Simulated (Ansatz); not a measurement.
Working through relaxations under a series of pressures of La₃Zn, space group Pm-3m

With the Ansatz DFT code, driven from Python.

Interactive session:
```pycon
>>> import ansatz as az
>>> import numpy as np
>>> K_LENGTH = 27
>>> XC = "pbesol"
>>> TOLERANCE = 1e-07
>>> N_EMPTY = 6
>>> def edges_and_angles(cell):
...     cell = np.asarray(cell)
...     a, b, c = np.linalg.norm(cell, axis=1)
...     cosines = cell[1] @ cell[2] / (b * c), cell[0] @ cell[2] / (a * c), cell[0] @ cell[1] / (a * b)
...     return (a, b, c, *np.degrees(np.arccos(cosines)))
...
>>> system = (
...     az.Lattice.from_parameters(4.963663, 4.963663, 4.963663, alpha=90.0, beta=90.0, gamma=90.0)
...     .atom("La", (0.0, 0.5, 0.5))
...     .atom("La", (0.5, 0.0, 0.5))
...     .atom("La", (0.5, 0.5, 0.0))
...     .atom("Zn", (0.0, 0.0, 0.0))
... )
>>> system.resolved().sites[-1]
Site(symbol='Zn', position=(0.0, 0.0, 0.0), moment=None, axis=None, held=None, saved=None)
>>> base = (
...     system.calculation()
...     .occupations(az.OccupationsMethod.COLD)
...     .kpoints(length=K_LENGTH)
...     .pseudopotentials("nc")
...     .functional(XC)
...     .scf(tolerance=TOLERANCE, extra_bands=N_EMPTY)
... )
>>> # H = F + PV, with 1 GPa A^3 = 1/160.21766 eV
>>> rows = []
>>> for pressure in [0, 2, 4, 6, 8]:
...     res = base.relax(cell=True, pressure=pressure, force_tolerance=0.05, density_extrapolation="second_order").run()
...     cell = res.lattice.cell_ang
...     n_atoms = len(res.lattice.sites)
...     volume = abs(np.linalg.det(cell)) / n_atoms
...     enthalpy = res.report["free_energy_ev"] / n_atoms + pressure * volume / 160.21766
...     rows.append((pressure, volume, enthalpy, *edges_and_angles(cell)))
...     print(f"{pressure} GPa done: {volume:.4f} A^3/atom")
...
DeckWarning: basis.ecutwfc = 1496.626244 eV, auto-derived from the records' recommended cutoffs: set by La (normal level)
DeckWarning: relax.cell: scf.convergence.dr2_threshold = 1e-7 eV (the SCF's general default) is looser than the 4e-10 eV advised for a relaxation that steers and ends on the stress (1e-10 eV for each [...]
0 GPa done: 28.4345 A^3/atom
2 GPa done: 27.1995 A^3/atom
4 GPa done: 26.1697 A^3/atom
6 GPa done: 25.3031 A^3/atom
8 GPa done: 24.5312 A^3/atom
>>> print(" P (GPa)  V (A^3/atom)  H (eV/atom)     a       b       c")
 P (GPa)  V (A^3/atom)  H (eV/atom)     a       b       c
>>> for row in rows:
...     print("{:8.1f} {:12.4f} {:14.5f} {:7.4f} {:7.4f} {:7.4f}".format(*row[:6]))
...
     0.0      28.4345    -2137.88824  4.8451  4.8451  4.8451
     2.0      27.1995    -2137.54126  4.7739  4.7739  4.7739
     4.0      26.1697    -2137.20836  4.7129  4.7129  4.7129
     6.0      25.3031    -2136.88731  4.6603  4.6603  4.6603
     8.0      24.5312    -2136.57648  4.6124  4.6124  4.6124
>>> p, v = np.array([row[0] for row in rows], float), np.array([row[1] for row in rows])
>>> print("mean bulk modulus between rows (GPa):", np.round(-np.diff(p) / np.diff(np.log(v)), 1))
mean bulk modulus between rows (GPa): [45.  51.8 59.4 64.6]
```

The volume falls from 28.43 Å³ an atom at 0 GPa to 24.53 at 8 GPa, by 13.7 %. Between 0 and 2 GPa, -V dP/dV is about 45 GPa, a mean over that step.

What to keep in mind:
- These settings explore the input space; cutoff and mesh may be short of convergence.
- At a fixed pressure a relaxation lowers the enthalpy F + PV, while F alone can rise.
- For a metal this k-point mesh is coarse: on a finer one energies can move by several to tens of meV an atom and pressures by half a GPa or more, differences at one mesh by less.
- This cell is a computed structure, which may not be the phase found in nature.
- Warnings are shown shortened and without file and line.
- Symmetry holds the cell in this phase, whether or not it is the stable one at each pressure.
- Wall time of the script: 5 min on 1 thread of Arm Neoverse V2 (shared host), peak memory 0.76 GiB.
